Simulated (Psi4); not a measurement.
**[GeH3]− (SMILES [H][Ge-]([H])[H]): HF/6-31G (sweep point 3)**

Aim: the vertical electron affinity of [GeH3]− at HF/6-31G (sweep point 3), from 2 runs. 

The calculation is run with Psi4 1.11.

### 1 The molecule

[GeH3]−: 4 atoms, total charge -1, spin state singlet. SMILES: `[H][Ge-]([H])[H]`. The shape comes from GFN2-xTB, which is rough for such elements, and wasn't checked as a minimum.

Bond lengths: Ge1–H2 1.752 Å, Ge1–H3 1.754 Å, Ge1–H4 1.756 Å. Angles: H2–Ge1–H3 89.1°, H2–Ge1–H4 89.3°, H3–Ge1–H4 89.6°.

### 2 The energy at HF/6-31G (sweep point 3)

Contents of input.inp:

```
memory 1.6 GB

molecule system {
  -1 1
  Ge    -0.01421074     0.01096041     1.45132856
  H      2.68709606    -0.05945078    -0.46190576
  H     -1.28021386     2.36115610    -0.51347638
  H     -1.39267146    -2.31268463    -0.47592752
  units bohr
  symmetry c1
}

set basis 6-31G
set reference rhf
set puream true
set scf_type pk

energy_value, wavefunction = energy('hf', return_wfn=True)
print_variables()
```

Started as:

```sh
$ psi4 -n 1 input.inp input.out
```

input.out (excerpt; [...] marks lines left out):

```text
[...]
  Running in c1 symmetry.
[...]
  Nuclear repulsion =   29.605012028104341
[...]
  Multiplicity = 1
[...]
  Nalpha       = 18
  Nbeta        = 18
[...]
    Number of basis functions: 33
[...]
   @RHF iter   1: -2075.30015618218977   -3.18650e+00   7.07073e-02 DIIS/ADIIS
[...]
   @RHF iter   8: -2076.71334489214178   -5.38694e-09   3.17551e-07 DIIS
[...]
    Orbital Energies [Eh]
    ---------------------
    Doubly Occupied:
       1A   -404.951884     2A    -51.885084     3A    -45.975022
       4A    -45.975021     5A    -45.974369     6A     -6.922425
       7A     -4.897820     8A     -4.897817     9A     -4.894370
      10A     -1.350963    11A     -1.350959    12A     -1.347486
      13A     -1.347478    14A     -1.345663    15A     -0.434054
      16A     -0.181325    17A     -0.180756    18A     -0.089051
[...]
  @RHF Final Energy: -2076.71334489214178
   => Energetics <=
    Nuclear Repulsion Energy =             29.6050120281043405
    One-Electron Energy =               -2964.6336176370691646
    Two-Electron Energy =                 858.3152607168229906
    Total Energy =                      -2076.7133448921417767
[...]
 Multipole Moments:
 ------------------------------------------------------------------------------------
     Multipole            Electronic (a.u.)      Nuclear  (a.u.)        Total (a.u.)
 ------------------------------------------------------------------------------------
 L = 1.  Multiply by 2.5417464519 to convert [e a0] to [Debye]
 Dipole X            :         -0.0346822            0.0307843           -0.0038979
 Dipole Y            :          0.0304147           -0.0237535            0.0066613
 Dipole Z            :          3.7998574           -3.1439633            0.6558941
 Magnitude           :                                                    0.6559395
[...]
```

Wall time 1.9 s (1 thread of AMD EPYC 7R13 (Zen 3), shared host); peak memory 0.2 GiB.

### 3 Doublet [GeH3]2−

Contents of input.in:

```
memory 1.6 GB

molecule {
  -2 2
  Ge    -0.01421074     0.01096041     1.45132856
  H      2.68709606    -0.05945078    -0.46190576
  H     -1.28021386     2.36115610    -0.51347638
  H     -1.39267146    -2.31268463    -0.47592752
  units bohr
  symmetry c1
}

set globals {
  basis 6-31G
  reference uhf
  puream true
  scf_type pk
  maxiter 150
}

energy_value, wavefunction = energy("scf", return_wfn=True)
```

Started as:

```sh
$ psi4 input.in input.out -n 1
```

input.out (excerpt; [...] marks lines left out):

```text
[...]
  Running in c1 symmetry.
[...]
  Nuclear repulsion =   29.605012028104341
[...]
  Multiplicity = 2
[...]
  Nalpha       = 19
  Nbeta        = 18
[...]
    Number of basis functions: 33
[...]
   @UHF iter   1: -2074.79458368261021   -2.68092e+00   7.15839e-02 ADIIS/DIIS
[...]
   @UHF iter  13: -2076.39638174954416   -1.70958e-08   9.41301e-07 DIIS
[...]
   @S^2 Observed:                7.600838919E-01
[...]
    Orbital Energies [Eh]
    ---------------------
    Alpha Occupied:
       1A   -404.743874     2A    -51.675313     3A    -45.765769
       4A    -45.765700     5A    -45.765092     6A     -6.711996
       7A     -4.688630     8A     -4.687195     9A     -4.685113
      10A     -1.142049    11A     -1.140564    12A     -1.138818
      13A     -1.138370    14A     -1.136107    15A     -0.224713
      16A      0.001021    17A      0.012691    18A      0.104209
      19A      0.307340
    Alpha Virtual:
      20A      0.506293    21A      0.596982    22A      0.647835
      23A      0.726619    24A      0.731399    25A      0.787521
[...]
  @UHF Final Energy: -2076.39638174954416
   => Energetics <=
    Nuclear Repulsion Energy =             29.6050120281043405
    One-Electron Energy =               -2971.8417235539363901
    Two-Electron Energy =                 865.8403297762879447
    Total Energy =                      -2076.3963817495441617
  UHF NO Occupations:
  HONO-2 :   17  A 1.9987777
  HONO-1 :   18  A 1.9963246
[...]
 Multipole Moments:
 ------------------------------------------------------------------------------------
     Multipole            Electronic (a.u.)      Nuclear  (a.u.)        Total (a.u.)
 ------------------------------------------------------------------------------------
 L = 1.  Multiply by 2.5417464519 to convert [e a0] to [Debye]
 Dipole X            :          0.2147394            0.0307843            0.2455237
 Dipole Y            :          0.0653970           -0.0237535            0.0416435
 Dipole Z            :          3.4972656           -3.1439633            0.3533023
 Magnitude           :                                                    0.4322483
[...]
```

Run time: 1.9 s. Hardware: 1 thread of AMD EPYC 7R13 (Zen 3), shared host; peak memory 0.2 GiB.

### 4 Outcome

At HF/6-31G (sweep point 3):

| quantity | value |
| --- | --- |
| singlet [GeH3]−: total energy | -2076.71334 Eh |
| singlet [GeH3]−: HOMO energy | -2.42 eV |
| singlet [GeH3]−: LUMO energy | 8.87 eV |
| singlet [GeH3]−: HOMO–LUMO gap (to an unbound level, set by the basis) | 11.30 eV |
| doublet [GeH3]2−: total energy | -2076.39638 Eh |
| doublet [GeH3]2−: HOMO energy (highest over α and β) | 8.36 eV |
| doublet [GeH3]2−: LUMO energy (lowest over α and β) | 13.78 eV |
| doublet [GeH3]2−: ⟨S²⟩ | 0.760 |
| vertical electron affinity (to the doublet dianion) | -8.625 eV |

The dianion lies 8.63 eV (832 kJ/mol) above the anion: the electron isn't bound at this level, and such a value depends on the basis. Without diffuse functions anions come out too high. Hartree–Fock misses the correlation that binds many anions. The HOMO (doublet [GeH3]2−) lies at positive energy, 8.36 eV: the electron is unbound at this level or held by a compact basis; values depend on the basis.
